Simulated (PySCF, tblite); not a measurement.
**C5H11N3Si: geometry, infrared bands and NMR shifts**

What infrared bands and NMR shifts should C5H11N3Si (`C/N=C\CNC[SiH2]C#N`) show?

The runs use tblite 0.8.0 and PySCF 2.14.0, with density-fitted response routines of our own; the level of theory stands in each step. All values are computed, except where a source is named. Atoms are numbered from 0 throughout.

### 1 Starting geometry

20 atoms, charge 0, multiplicity 1; geometry from: force field or distance geometry start.

Bonds of the start (Å): C0–N1 1.44, N1–C2 1.27, C2–C3 1.51, C3–N4 1.44, N4–C5 1.42, C5–Si6 1.86, Si6–C7 1.83, C7–N8 1.16, C0–H9 1.11, C0–H10 1.12, C0–H11 1.12, C2–H12 1.11, C3–H13 1.12, C3–H14 1.11, N4–H15 1.03, C5–H16 1.12, C5–H17 1.12, Si6–H18 1.47, Si6–H19 1.48.

### 2 Optimising the geometry with GFN2-xTB

Job settings and geometry (Å):

```
{"job": {"kind": "relax", "xc": "GFN2-xTB", "basis": "xTB"}, "charge": 0, "multiplicity": 1}
C      3.388700     0.614000    -0.597000
N      2.800400    -0.224400     0.414400
C      1.605700    -0.642100     0.297200
C      0.733600    -0.283100    -0.875700
N     -0.562500     0.180000    -0.449400
C     -1.396100    -0.808100     0.146500
Si    -3.038700    -0.082800     0.646900
C     -3.471400     1.139800    -0.639400
N     -3.751100     1.904900    -1.464800
H      4.440800     0.870800    -0.344100
H      2.756700     1.537500    -0.686400
H      3.464500     0.084900    -1.580200
H      1.212600    -1.274900     1.117100
H      0.584900    -1.166700    -1.544900
H      1.215400     0.491400    -1.509700
H     -0.599300     1.125500    -0.047000
H     -1.524100    -1.675900    -0.548900
H     -0.950800    -1.265000     1.067700
H     -4.029300    -1.166100     0.731000
H     -2.885300     0.651100     1.921700
```

The run is started by

```bash
$ OMP_NUM_THREADS=1 python probes_run.py task.json out
```

The driver reads the jobs from task.json and runs them one after another.

What it wrote:

```text
step      E/eV     max force
  0    -726.42814    2.618
  1    -726.40329    7.129
  2    -726.59509    1.368
  3    -726.63362    1.320
  4    -726.67209    0.572
  5    -726.69937    0.357
  6    -726.70900    0.296
  7    -726.73150    0.245
  8    -726.74083    0.301
  9    -726.75260    0.313
 10    -726.76176    0.274
 11    -726.77166    0.207
 12    -726.77909    0.200
 13    -726.78454    0.183
 14    -726.78892    0.161
 15    -726.79411    0.216
 16    -726.80025    0.261
 17    -726.80566    0.195
 18    -726.80898    0.119
 19    -726.81090    0.099
 20    -726.81230    0.087
 21    -726.81339    0.077
 22    -726.81412    0.056
 23    -726.81467    0.058
 24    -726.81524    0.063
 25    -726.81583    0.065
 26    -726.81635    0.047
 27    -726.81679    0.047
 28    -726.81722    0.050
 29    -726.81767    0.060
 30    -726.81811    0.054
 31    -726.81854    0.047
 32    -726.81896    0.047
 33    -726.81943    0.054
 34    -726.81990    0.047
 35    -726.82036    0.054
 36    -726.82085    0.054
 37    -726.82142    0.063
 38    -726.82210    0.079
 39    -726.82288    0.069
 40    -726.82385    0.086
 41    -726.82508    0.094
 42    -726.82643    0.092
 43    -726.82754    0.086
 44    -726.82822    0.062
 45    -726.82868    0.052
 46    -726.82916    0.056
 47    -726.82962    0.054
 48    -726.82994    0.035
 49    -726.83018    0.041
 50    -726.83045    0.045
 51    -726.83082    0.064
 52    -726.83127    0.067
 53    -726.83174    0.056
 54    -726.83211    0.044
 55    -726.83237    0.045
 56    -726.83266    0.041
 57    -726.83293    0.036
 58    -726.83317    0.041
 59    -726.83341    0.034
 60    -726.83369    0.042
 61    -726.83407    0.049
 62    -726.83455    0.064
 63    -726.83519    0.086
 64    -726.83596    0.084
 65    -726.83676    0.059
 66    -726.83738    0.061
 67    -726.83789    0.064
 68    -726.83839    0.069
 69    -726.83920    0.071
 70    -726.83975    0.062
 71    -726.84045    0.051
 72    -726.84102    0.045
 73    -726.84157    0.046
 74    -726.84206    0.054
 75    -726.84253    0.057
 76    -726.84304    0.053
 77    -726.84360    0.059
 78    -726.84422    0.061
 79    -726.84503    0.090
 80    -726.84615    0.084
 81    -726.84754    0.116
 82    -726.84916    0.094
 83    -726.85016    0.083
 84    -726.85100    0.088
 85    -726.85206    0.083
 86    -726.85339    0.091
 87    -726.85437    0.090
 88    -726.85354    0.184
 89    -726.85541    0.050
 90    -726.85574    0.051
 91    -726.85703    0.070
 92    -726.85820    0.118
 93    -726.85962    0.094
 94    -726.86075    0.084
 95    -726.86182    0.073
 96    -726.86314    0.078
 97    -726.86465    0.143
 98    -726.86631    0.192
 99    -726.86809    0.138
100    -726.86982    0.128
101    -726.87107    0.100
102    -726.87236    0.084
103    -726.87344    0.123
104    -726.87428    0.135
105    -726.87501    0.153
106    -726.87573    0.092
107    -726.87658    0.056
108    -726.87763    0.082
109    -726.87811    0.059
110    -726.87884    0.051
111    -726.87944    0.066
112    -726.87995    0.052
113    -726.88028    0.043
114    -726.88058    0.044
115    -726.88098    0.055
116    -726.88153    0.096
117    -726.88221    0.080
118    -726.88292    0.076
119    -726.88362    0.053
120    -726.88423    0.048
121    -726.88469    0.057
122    -726.88498    0.045
123    -726.88521    0.029
124    -726.88540    0.022
125    -726.88559    0.025
126    -726.88576    0.028
127    -726.88589    0.035
128    -726.88598    0.024
129    -726.88605    0.021
130    -726.88612    0.024
131    -726.88623    0.033
132    -726.88637    0.040
133    -726.88653    0.040
134    -726.88670    0.045
135    -726.88686    0.032
136    -726.88705    0.043
137    -726.88731    0.046
138    -726.88768    0.056
139    -726.88813    0.060
140    -726.88859    0.069
141    -726.88900    0.062
142    -726.88940    0.062
143    -726.88983    0.070
144    -726.89035    0.072
145    -726.89096    0.065
146    -726.89132    0.052
147    -726.89171    0.059
148    -726.89200    0.051
149    -726.89233    0.055
150    -726.89277    0.056
151    -726.89357    0.069
152    -726.89450    0.090
153    -726.89518    0.063
154    -726.89568    0.061
155    -726.89605    0.057
156    -726.89639    0.066
157    -726.89676    0.040
158    -726.89700    0.038
159    -726.89723    0.046
160    -726.89738    0.033
161    -726.89756    0.028
162    -726.89768    0.033
163    -726.89779    0.028
164    -726.89793    0.028
165    -726.89813    0.039
166    -726.89834    0.048
167    -726.89862    0.051
168    -726.89887    0.047
169    -726.89911    0.038
170    -726.89930    0.045
171    -726.89950    0.032
172    -726.89965    0.026
173    -726.89978    0.034
174    -726.89984    0.049
175    -726.89991    0.022
176    -726.89998    0.030
177    -726.90002    0.019
178    -726.90007    0.016
179    -726.90012    0.017
180    -726.90017    0.019
181    -726.90021    0.019
182    -726.90027    0.020
183    -726.90033    0.017
184    -726.90040    0.016
185    -726.90047    0.027
186    -726.90053    0.040
187    -726.90060    0.046
188    -726.90069    0.042
189    -726.90080    0.026
190    -726.90092    0.024
191    -726.90100    0.030
192    -726.90107    0.033
193    -726.90116    0.026
194    -726.90127    0.021
195    -726.90134    0.026
196    -726.90136    0.036
197    -726.90142    0.013
198    -726.90145    0.016
199    -726.90146    0.008
```

It took 1.7 s on 1 thread of Arm Neoverse V1, shared host.

The steps of the relaxation: (not every step is listed) (the energy doesn't fall at every step)

| step | energy from step 0 (eV) | largest force (eV/Å) |
| --- | --- | --- |
| 0 | 0.0000 | 2.6181 |
| 1 | 0.0249 | 7.1293 |
| 2 | -0.1670 | 1.3682 |
| 3 | -0.2055 | 1.3199 |
| 4 | -0.2440 | 0.5718 |
| 5 | -0.2712 | 0.3574 |
| 6 | -0.2809 | 0.2959 |
| 7 | -0.3034 | 0.2455 |
| 8 | -0.3127 | 0.3012 |
| 26 | -0.3882 | 0.0468 |
| 44 | -0.4001 | 0.0615 |
| 62 | -0.4064 | 0.0638 |
| 80 | -0.4180 | 0.0842 |
| 98 | -0.4382 | 0.1919 |
| 116 | -0.4534 | 0.0959 |
| 134 | -0.4586 | 0.0448 |
| 152 | -0.4664 | 0.0898 |
| 170 | -0.4712 | 0.0452 |
| 188 | -0.4726 | 0.0421 |
| 194 | -0.4731 | 0.0206 |
| 195 | -0.4732 | 0.0263 |
| 196 | -0.4732 | 0.0365 |
| 197 | -0.4733 | 0.0132 |
| 198 | -0.4733 | 0.0160 |
| 199 | -0.4733 | 0.0078 |

Distances of close pairs at the start and the end, largest changes first:

| bond | before (Å) | after (Å) | change (Å) |
| --- | --- | --- | --- |
| C5–Si6 | 1.864 | 1.906 | +0.042 |
| Si6–C7 | 1.827 | 1.866 | +0.040 |
| N4–C5 | 1.423 | 1.454 | +0.030 |
| C0–H10 | 1.123 | 1.095 | -0.028 |
| C0–H11 | 1.119 | 1.091 | -0.028 |
| C5–H16 | 1.119 | 1.094 | -0.025 |
| C3–H13 | 1.118 | 1.095 | -0.023 |
| C0–H9 | 1.112 | 1.091 | -0.021 |

The end geometry stands in the next job.

### 3 Vibrational analysis with GFN2-xTB

Job settings and geometry (Å):

```
{"job": {"kind": "ir", "xc": "GFN2-xTB", "basis": "xTB"}, "charge": 0, "multiplicity": 1}
C      3.541681    -0.169664    -1.015803
N      2.889786    -0.442943     0.229136
C      1.707531    -0.102730     0.473075
C      0.713952     0.635059    -0.396897
N     -0.644256     0.648770     0.110584
C     -1.308234    -0.644418     0.093893
Si    -3.155733    -0.384003     0.481683
C     -3.843785     0.687202    -0.882981
N     -4.281195     1.332331    -1.722254
H      4.501642     0.293008    -0.783107
H      2.986410     0.473339    -1.705996
H      3.747983    -1.126095    -1.499534
H      1.344756    -0.366189     1.464785
H      0.689501     0.193232    -1.398936
H      1.041281     1.677319    -0.500364
H     -0.654613     1.036110     1.049455
H     -1.197461    -1.055788    -0.914173
H     -0.851771    -1.378054     0.778146
H     -3.893538    -1.649626     0.459673
H     -3.339086     0.353820     1.734567
```

What it wrote:

```text
mode    cm-1     km/mol
  1      22.2      2.94
  2      27.0      0.92
  3      38.4      3.05
  4      45.0      2.20
  5     101.4      2.48
  6     129.5      1.77
  7     184.9      9.80
  8     222.1      6.30
  9     265.1      5.90
 10     290.0     12.42
 11     341.7      4.62
 12     404.0      7.68
 13     446.9      4.80
 14     488.2     89.45
 15     570.5      3.63
 16     614.0     13.26
 17     619.4      8.58
 18     666.4    128.80
 19     740.3     48.69
 20     748.6     36.81
 21     762.0    187.83
 22     801.3    219.50
 23     841.5     47.44
 24     955.3      6.29
 25     987.8      3.88
 26    1033.6     53.40
 27    1044.3      7.83
 28    1095.8      0.53
 29    1126.4     14.21
 30    1135.4     27.96
 31    1174.2      5.75
 32    1232.7     14.09
 33    1273.6     27.01
 34    1292.5      0.74
 35    1349.9      8.01
 36    1386.9      2.07
 37    1410.2     20.19
 38    1441.3      8.45
 39    1463.9      5.53
 40    1476.9      9.98
 41    1481.3      4.51
 42    1759.2     85.76
 43    2248.9    360.32
 44    2255.4    196.93
 45    2355.2     25.89
 46    2818.1     84.38
 47    2911.5     24.49
 48    2930.9     43.90
 49    2942.1     24.02
 50    2947.7     43.57
 51    2981.5     57.09
 52    2982.7     22.20
 53    3001.4     24.95
 54    3356.7     13.08
```

Wall time 0.87 s (1 thread of Arm Neoverse V1, shared host).

The strongest bands and the atoms that carry them (share of the mass-weighted mode):

| cm⁻¹ | km/mol | atoms |
| --- | --- | --- |
| 488 | 89.5 | H18 31 %, H19 24 %, Si6 21 % |
| 666 | 128.8 | H19 35 %, H18 32 %, H17 13 % |
| 762 | 187.8 | H18 31 %, H19 24 %, Si6 11 % |
| 801 | 219.5 | Si6 25 %, C5 24 %, H17 17 % |
| 1759 | 85.8 | C2 52 %, N1 46 % |
| 2249 | 360.3 | H19 84 %, H18 12 % |
| 2255 | 196.9 | H18 85 %, H19 13 % |
| 2818 | 84.4 | H17 92 % |

### 4 Shielding tensors: PBE0/pcSseg-1

Same as in step 3 but for these lines:

```diff
@@ -1,2 +1,2 @@
-{"job": {"kind": "ir", "xc": "GFN2-xTB", "basis": "xTB"}, "charge": 0, "multiplicity": 1}
+{"job": {"kind": "nmr", "xc": "PBE0", "basis": "pcSseg-1"}, "charge": 0, "multiplicity": 1}
 C      3.541681    -0.169664    -1.015803
```

With the program's defaults for keys left out, this is: GIAO PBE0/pcSseg-1 NMR shielding, non-relativistic, gas phase.

What it wrote:

```text
coarse grid: 17064 points
cycle   1  E = -650.1238669862  dE =  9.390e-01  |g| = 5.141e-01  |ddm| = 3.991e+00
cycle   2  E = -650.0056402908  dE =  1.182e-01  |g| = 9.001e-01  |ddm| = 1.246e+00
cycle   3  E = -650.1856029449  dE = -1.800e-01  |g| = 1.823e-01  |ddm| = 7.074e-01
cycle   4  E = -650.1920079566  dE = -6.405e-03  |g| = 6.702e-02  |ddm| = 1.615e-01
cycle   5  E = -650.1928445609  dE = -8.366e-04  |g| = 2.548e-02  |ddm| = 5.251e-02
cycle   6  E = -650.1929734526  dE = -1.289e-04  |g| = 7.225e-03  |ddm| = 2.257e-02
cycle   7  E = -650.1929844197  dE = -1.097e-05  |g| = 2.174e-03  |ddm| = 8.145e-03
cycle   8  E = -650.1929854310  dE = -1.011e-06  |g| = 3.236e-04  |ddm| = 2.218e-03
final grid: 160040 points
cycle   9  E = -650.2423983408  dE = -5.376e-05  |g| = 8.794e-03  |ddm| = 3.597e-02
cycle  10  E = -650.2423931005  dE =  5.240e-06  |g| = 1.007e-02  |ddm| = 1.828e-02
cycle  11  E = -650.2424175763  dE = -2.448e-05  |g| = 1.628e-03  |ddm| = 9.727e-03
cycle  12  E = -650.2424180952  dE = -5.190e-07  |g| = 5.593e-04  |ddm| = 1.225e-03
cycle  13  E = -650.2424181534  dE = -5.812e-08  |g| = 2.126e-04  |ddm| = 4.603e-04
cycle  14  E = -650.2424181620  dE = -8.680e-09  |g| = 7.035e-05  |ddm| = 1.750e-04
cycle  15  E = -650.2424181630  dE = -9.722e-10  |g| = 2.710e-05  |ddm| = 7.042e-05
converged SCF energy = -650.2424181630

GIAO shielding tensors (ppm)
atom      isotropic    diamagn.    paramagn.     s11        s22        s33       span
  0 C      144.357     248.843    -104.487    122.067    136.964    174.039     51.973
  1 N     -123.525     326.288    -449.813   -510.560   -134.923    274.909    785.469
  2 C       15.576     257.705    -242.128    -87.653     37.356     97.025    184.678
  3 C      132.331     249.904    -117.573    120.137    124.563    152.293     32.156
  4 N      229.740     323.570     -93.830    186.470    227.807    274.943     88.473
  5 C      149.283     252.140    -102.856    130.019    134.728    183.103     53.083
  6 Si     418.710     878.326    -459.616    387.197    408.623    460.311     73.114
  7 C       63.490     260.509    -197.018    -51.054    -45.657    287.182    338.236
  8 N      -96.811     337.434    -434.245   -299.745   -295.836    305.148    604.893
  9 H       27.791      27.448       0.344     24.870     26.357     32.146      7.276
 10 H       28.305      31.122      -2.816     23.979     29.463     31.475      7.496
 11 H       28.054      28.993      -0.939     25.661     26.315     32.186      6.526
 12 H       24.046      33.690      -9.644     21.609     22.393     28.135      6.526
 13 H       28.329      34.212      -5.883     23.124     28.941     32.922      9.798
 14 H       27.935      32.026      -4.091     22.146     28.184     33.475     11.329
 15 H       31.414      37.012      -5.599     22.932     31.254     40.055     17.123
 16 H       29.510      33.461      -3.950     25.984     28.642     33.905      7.921
 17 H       28.622      32.813      -4.191     23.069     28.205     34.592     11.523
 18 H       27.243      25.953       1.290     23.694     25.184     32.852      9.158
 19 H       27.436      27.429       0.007     24.288     25.801     32.218      7.929
```

It took 55 s on 1 thread of Arm Neoverse V1, shared host; peak memory 0.95 GiB.

The references, computed at this level on geometries of the same kind, shield at (ppm): 1H TMS 31.72, 13C TMS 186.9, 29Si TMS 349.2, 15N NH3 267.7. Their shielding less the atom's gives the shift. The references are single molecules in the gas phase, so shifts against H2O, NH3, PH3, H3PO4 or CFCl3 are not on the usual liquid scales and can be off by tens of ppm. Atoms listed in one row are averaged.

| atoms | environment | σ (ppm) | δ (ppm) | δ scaled to CDCl3 |
| --- | --- | --- | --- | --- |
| C2 | C=N carbon | 15.6 | 171.3 | 165.3 |
| C7 | nitrile carbon | 63.5 | 123.4 | 118.6 |
| C3 | sp3 CH2 bonded to N | 132.3 | 54.6 | 51.4 |
| C0 | methyl carbon bonded to N | 144.4 | 42.6 | 39.6 |
| C5 | sp3 CH2 bonded to N and Si | 149.3 | 37.6 | 34.8 |
| H12 | hydrogen on a C=N carbon | 24.05 | 7.67 | 7.34 |
| H18, H19 | hydrogen on a silicon bonded to 2 C | 27.34 | 4.38 | – |
| H9, H10, H11 | hydrogen on a methyl carbon bonded to N | 28.05 | 3.67 | 3.56 |
| H13, H14 | hydrogen on an sp3 CH2 bonded to N | 28.13 | 3.59 | 3.49 |
| H16, H17 | hydrogen on an sp3 CH2 bonded to N and Si | 29.07 | 2.65 | 2.60 |
| H15 | hydrogen on an amine nitrogen | 31.41 | 0.30 | – |
| N1 | imine nitrogen | -123.5 | 391.3 | – |
| N8 | nitrile nitrogen | -96.8 | 364.5 | – |
| N4 | amine nitrogen | 229.7 | 38.0 | – |
| Si6 | silicon bonded to 2 C, 2 H | 418.7 | -69.6 | – |

The scaled column applies a straight-line fit of computed shieldings to shifts measured in CDCl3 (root-mean-square error 0.16 ppm for H, 1.9 ppm for C).

The run also stored atomic charges by several schemes (e):

| atoms | Mulliken | IAO | Hirshfeld | ESP fit |
| --- | --- | --- | --- | --- |
| C0 | -0.12 | -0.32 | -0.07 | 0.20 |
| N1 | -0.42 | -0.27 | -0.16 | -0.61 |
| C2 | 0.00 | 0.00 | 0.03 | 0.28 |
| C3 | -0.04 | -0.20 | -0.03 | 0.13 |
| N4 | -0.51 | -0.41 | -0.16 | -0.81 |
| C5 | -0.34 | -0.42 | -0.11 | 0.07 |
| Si6 | 0.71 | 0.77 | 0.39 | 0.34 |
| C7 | -0.18 | -0.15 | -0.03 | 0.20 |
| N8 | -0.21 | -0.20 | -0.20 | -0.40 |

Mayer bond orders: C0–N1 0.99, N1–C2 2.01, C2–C3 0.96, C3–N4 1.00, N4–C5 0.95, C5–Si6 0.92, Si6–C7 0.83, C7–N8 2.94.

Orbitals, density, ELF and potential are computed afterwards from the orbital file.

Frontier orbitals at PBE0/pcSseg-1, with the share of their density that lies nearest to each atom:

| orbital | energy (eV) | lies on |
| --- | --- | --- |
| HOMO | -6.56 | N1, N4 about 31 % each |
| LUMO | -0.44 | C7 20 %; N8 20 %; Si6 12 % |

ELF in a plane through or near 8 of the atoms.

Ten even steps from ' ' (0.00) to '@' (1.00):
```
                                                        
                                                        
                                                        
                                                        
                ..                                      
            --****    ----    ****                      
            **@@@@==..**++  ==@@%%......::::..          
            ++@@@@##++**==  ==%%%%++++..--==--..        
        ::..::##::####++::  ::**--%%%%====..--..        
      **@@%%++**%%++==**++::--##::%%%%**##  ..          
      ##@@@@--++++  ..++**==::++++++++..--##--..        
      ==%%%%++%%@@::  %%@@##..::..  ..##%%##**==..      
        ....**@@@@==  @@@@%%        ..**::::##++::      
            **@@@@--  ##@@**        ::**##%%%%++::      
            ..****      ..          ::==##..**##--      
                                    ..==%%%%@@%%==      
                                      --##@@@@##::      
                                        --++++--        
                                                        
                                                        
```
The map spans 14.3 Å across and 10.0 Å up, centred on the molecule. Atoms in the plane (x, y in Å): C0 (-3.6, -0.3), N1 (-2.8, 0.9), C5 (1.3, 0.5), Si6 (3.2, 0.5), C7 (3.7, -1.3), N8 (4.1, -2.4), H10 (-3.1, -1.2), H13 (-0.8, -1.0).

On the surface of density 0.002 e/bohr³ the electrostatic potential runs, from the 1st to the 99th percentile, from -1.74 V near N8 to 1.74 V near H15.

### 5 Summary of results

| quantity | value |
| --- | --- |
| strongest single infrared mode (GFN2-xTB) | 2249 cm⁻¹, 360 km/mol |
| zero-point energy (GFN2-xTB) | 96.1 kcal/mol |
| 13C shifts against TMS (PBE0/pcSseg-1) | 171.3, 123.4, 54.6, 42.6, 37.6 ppm |
| 1H shifts against TMS (PBE0/pcSseg-1, means over atoms taken as alike) | 7.67, 4.38, 3.67, 3.59, 2.65, 0.30 ppm |
| 15N shifts against NH3 (PBE0/pcSseg-1) | 391.3, 364.5, 38.0 ppm |
| 29Si shifts against TMS (PBE0/pcSseg-1) | -69.6 ppm |
| surface potential, 1st and 99th percentile | -1.74 V and 1.74 V |

In words: Relaxing lowered the energy by 0.473 eV in 199 steps; the close pair that moved most is C5–Si6, from 1.864 to 1.906 Å. No mode is imaginary among the 54: a minimum at this level. The strongest single mode, at 2249 cm⁻¹, moves mainly H19. GFN2-xTB is a fitted tight-binding method: band positions and strengths are rough. Its intensities can rank the bands wrongly. At PBE0/pcSseg-1: The largest span, 785 ppm, is at N1, where the paramagnetic term is -450 ppm. At PBE0/pcSseg-1, counted by nearest atom on the grid, the HOMO lies on N1, N4 about 31 % each, the LUMO on C7 20 %; N8 20 %.
